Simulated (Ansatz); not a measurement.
**H6OSSi2: search for a transition state**

Wanted: the transition state of a 1,2-elimination (form O2–H4 and break Si1–O2, S3–H4). The guess is relaxed with those distances held, a saddle search follows, and vibrations and two downhill relaxations check it.

The runs use Ansatz 0.2.0, Gaussian basis; PBE0-D4, def2-SVP first, then def2-TZVP.

114 further runs of the same task are left out: 114 set aside as unsound or not needed.

**1. Where the work starts**

The guess: 10 atoms, charge 0, spin multiplicity 1.

Atoms are counted from 1 here; the program's logs count them from 0.

Bond lengths: Si1–O2 1.919 Å, Si1–S3 2.061 Å, Si1–H5 1.467 Å, Si1–Si6 2.307 Å, O2–H4 1.176 Å, O2–H7 0.964 Å, Si6–H8 1.468 Å, Si6–H9 1.463 Å, Si6–H10 1.465 Å. Angles: O2–Si1–S3 84.1°, O2–Si1–H5 98.7°, O2–Si1–Si6 103.9°, S3–Si1–H5 116.3°, S3–Si1–Si6 125.3°, H5–Si1–Si6 115.6°, Si1–O2–H4 81.7°, Si1–O2–H7 125.8°, H4–O2–H7 118.4°, Si1–Si6–H8 110.7°, Si1–Si6–H9 112.8°, Si1–Si6–H10 109.3°, H8–Si6–H9 107.3°, H8–Si6–H10 108.1°, H9–Si6–H10 108.5°.

As a file:

```
atom     x (Å)     y (Å)     z (Å)
 Si1  -0.42340  -0.17620  -0.70020
  O2   1.24660   0.72770  -0.97400
  S3   0.42390  -1.64650  -1.86910
  H4   1.45820  -0.22290  -1.63270
  H5  -1.30470   0.77410  -1.38840
 Si6  -0.64240  -0.25670   1.59510
  H7   1.35880   1.59670  -1.37490
  H8  -0.56380   1.09150   2.17090
  H9   0.39610  -1.06370   2.23530
 H10  -1.94920  -0.82400   1.93800
```

Distances that are to change: O2–H4 1.18 Å, Si1–O2 1.92 Å, S3–H4 1.78 Å.

**2. Constrained relaxation of the guess**

File hold/in.yaml:

```yaml
crystal:
  periodic: [false, false, false]
  atoms:
    - {symbol: Si, position_ang: [-0.423400, -0.176200, -0.700200]}
    - {symbol: O, position_ang: [1.246600, 0.727700, -0.974000]}
    - {symbol: S, position_ang: [0.423900, -1.646500, -1.869100]}
    - {symbol: H, position_ang: [1.458200, -0.222900, -1.632700]}
    - {symbol: H, position_ang: [-1.304700, 0.774100, -1.388400]}
    - {symbol: Si, position_ang: [-0.642400, -0.256700, 1.595100]}
    - {symbol: H, position_ang: [1.358800, 1.596700, -1.374900]}
    - {symbol: H, position_ang: [-0.563800, 1.091500, 2.170900]}
    - {symbol: H, position_ang: [0.396100, -1.063700, 2.235300]}
    - {symbol: H, position_ang: [-1.949200, -0.824000, 1.938000]}
basis:
  gaussian: {orbitals: def2-SVP}
hamiltonian: {xc: pbe0, dispersion: d4}
relax: {f_tol: 0.04, max_steps: 150, escape_saddle: false, constraints: [{distance: [1, 3]}, {distance: [0, 1]}, {distance: [2, 3]}]}
```

On the command line:

```sh
ansatz run in.yaml --threads 4 --pin off --events-out ev --progress --plain --max-ram 9574MiB
```

The runs that follow: Force constants to start from; Saddle search in the small basis; Saddle search in triple zeta; Vibrations at the point found; Relaxing after a step of 0.30 Å one way along the mode; Relaxing after a step of 0.30 Å the other way along the mode.

Before running it: what results should come out? Wanted: imaginary mode; barrier from the start side; barrier from the end side; energy of the step; pairs that change; zero-point energy at the saddle.

The runs gave:

| quantity | value |
| --- | --- |
| imaginary mode | 1033i cm⁻¹ |
| barrier from the start side | 150.8 kJ/mol |
| barrier from the end side | 14.6 kJ/mol |
| energy of the step | +136.2 kJ/mol |
| pairs that change | O2–H4 formed, Si1–O2 loosened, S3–H4 broken |
| zero-point energy at the saddle | 1.522 eV |

What this shows: The point has a single imaginary mode (1033i cm⁻¹), as a transition state must. The two relaxations end on the structures that were planned. A bond meant to break is only loosened at the end: the products stay bound as an adduct. At PBE0-D4/def2-TZVP the electronic barrier is 150.8 kJ/mol, about 61 kT at 298 K, and the step runs 136.2 kJ/mol uphill. With so stiff a mode tunnelling counts: Wigner's rough correction is a factor of 2.0 at 298 K. A step off the saddle overshot and began above it in energy, so the link to its end is likely but not proven. The ends are the nearest minima, not always the lowest complexes.
